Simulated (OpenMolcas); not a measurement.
# W⁴⁺ among point charges: CASSCF and CASPT2 levels and susceptibility

Aim: the splitting of the states of W⁴⁺ in the field of 4 point charges, its lowest levels with spin-orbit coupling and its magnetic susceptibility.

Program: OpenMolcas 26.06. Level of theory: state-averaged CASSCF and CASPT2, spin-orbit coupling by RASSI with atomic mean-field integrals. These are calculated values, not measurements, unless marked.

## Step 1: The system

```
Species                           : W⁴⁺ (tungsten, Z = 74, 70 electrons)
Basis                             : ANO-RCC-VTZP [8s7p5d3f2g1h], 104 functions
Scalar Hamiltonian                : DKH2, point nucleus
Inactive shells                   : 1s 2s 2p 3s 3p 3d 4s 4p 4d 4f 5s 5p
Active space                      : 2 electrons in 5 orbitals (5d)
Some configurations of this space : 5d2
Orbitals                          : optimised for each spin and parity, averaged over all roots
```

The outer shells:

5d2
```
5d [↑ ][↑ ][  ][  ][  ]
```

The ion sits among 4 point charges of -2.5 e arranged as a tetrahedron (Td), 1.9 Å from the ion.

Each step is its own input file, run in one work folder so that later steps find the files of earlier ones. Labels, J, g values, rates, χT and fits are worked out afterwards by a script from the matrices that RASSI stores.

## Step 2: Basis and integrals

a.inp reads:

```
&GATEWAY
Coord
1

W 0.0 0.0 0.0
Basis=ANO-RCC-VTZP
Group=NoSym
NoMove
AngMom=0.0 0.0 0.0
AMFI
XField
4 Angstrom 0
1.096966 1.096966 1.096966 -2.500000
1.096966 -1.096966 -1.096966 -2.500000
-1.096966 1.096966 -1.096966 -2.500000
-1.096966 -1.096966 1.096966 -2.500000
&SEWARD
```

The run is started by

```bash
> OMP_NUM_THREADS=1 MOLCAS_MEM=1689 MOLCAS_PROJECT=a pymolcas a.inp > a.log
```

## Step 3: CASSCF: triplets, 10 roots

a.inp reads:

```
&RASSCF
FileOrb=start.orb
Symmetry=1
Spin=3
nActEl=2 0 0
Inactive=34
Ras2=5
CIRoot=10 10 1
SDav=10
CIMx=300
Iter=120 100
PrWF=0.3
OrbListing=Nothing
MaxOrb=0
>>> COPY $Project.JobIph JOB001
```

start.orb holds the contracted functions of the basis, ordered by shell, or the orbitals of the step before.

## Step 4: Reference wave functions, singlets, 15 roots

a.inp reads:

```
&RASSCF
FileOrb=start.orb
Symmetry=1
Spin=1
nActEl=2 0 0
Inactive=34
Ras2=5
CIRoot=15 15 1
SDav=15
CIMx=300
Iter=120 100
PrWF=0.3
OrbListing=Nothing
MaxOrb=0
>>> COPY $Project.JobIph JOB002
```

## Step 5: RASSI: spin-orbit coupling between the states

a.inp reads:

```
&RASSI
NrOfJobIphs=2 10 15
1 2 3 4 5 6 7 8 9 10
1 2 3 4 5 6 7 8 9 10 11 12 13 14 15
IphNames
JOB001
JOB002
EJob
SpinOrbit
DIPRint=1.0
SOCoupling=1000.0
Subsets=2
Property=9
'ANGMOM' 1 'ANGMOM' 2 'ANGMOM' 3 'MLTPL  1' 1 'MLTPL  1' 2 'MLTPL  1' 3
'AMFI' 1 'AMFI' 2 'AMFI' 3
SOProperty=3
'ANGMOM' 1 'ANGMOM' 2 'ANGMOM' 3
```

## Step 6: CASPT2: IPEA 0.25, imaginary shift 0.1 (closed shells correlated: 4f 5s 5p)

a.inp reads:

```
>>> COPY JOB001 $Project.JobIph
&CASPT2
Multistate=10 1 2 3 4 5 6 7 8 9 10
NoMult
Frozen=23
IPEA=0.25
Imaginary=0.1
MaxIter=60
WThr=0.0 0.3 0.05
PrWF=0.5
NoMix
>>> COPY JOB002 $Project.JobIph
&CASPT2
Multistate=15 1 2 3 4 5 6 7 8 9 10 11 12 13 14 15
NoMult
Frozen=23
IPEA=0.25
Imaginary=0.1
MaxIter=60
WThr=0.0 0.3 0.05
PrWF=0.5
NoMix
```

(Steps that only read results are left out.)

**Question.** What will these runs give? Wanted: spin-free ground state; first state of the same spin within the active space; lowest level; next level.

**Answer**, as computed:

| quantity | value |
| --- | --- |
| method | SS-CASPT2, IPEA 0.25, imaginary shift 0.1 (closed shells correlated: 4f 5s 5p) |
| spin-free ground state | 3A2, 1-fold in its orbital part |
| first state of the same spin within the active space | 3T2 at 5030 cm⁻¹ |
| lowest level | 3-fold T2 |
| next level | 2769.5 cm⁻¹ |
| χT at 300 K | 0.08 cm³ K/mol |
| effective moment at 300 K | 0.79 μB |

Cost by method:

```tsv
method	time of its own steps	time with the reference
A. CASSCF	17 s	17 s
B. SS-CASPT2, IPEA 0.25, imaginary shift 0.1, +4f 5s 5p	38 s	54 s
```

Times are of one thread on a shared host.

The spin-free ground state (3A2) comes to 100 % from free-ion F terms and keeps the highest spin of the shell. χT at 300 K is 0.08, against 1.00 cm³ K/mol for the spin alone, so spin-orbit coupling lowers it. CASPT2 does not keep the components of a term degenerate, and the means are used. The field of point charges can differ much from that of real complexes. This is an electrostatic model: the charges have no orbitals.
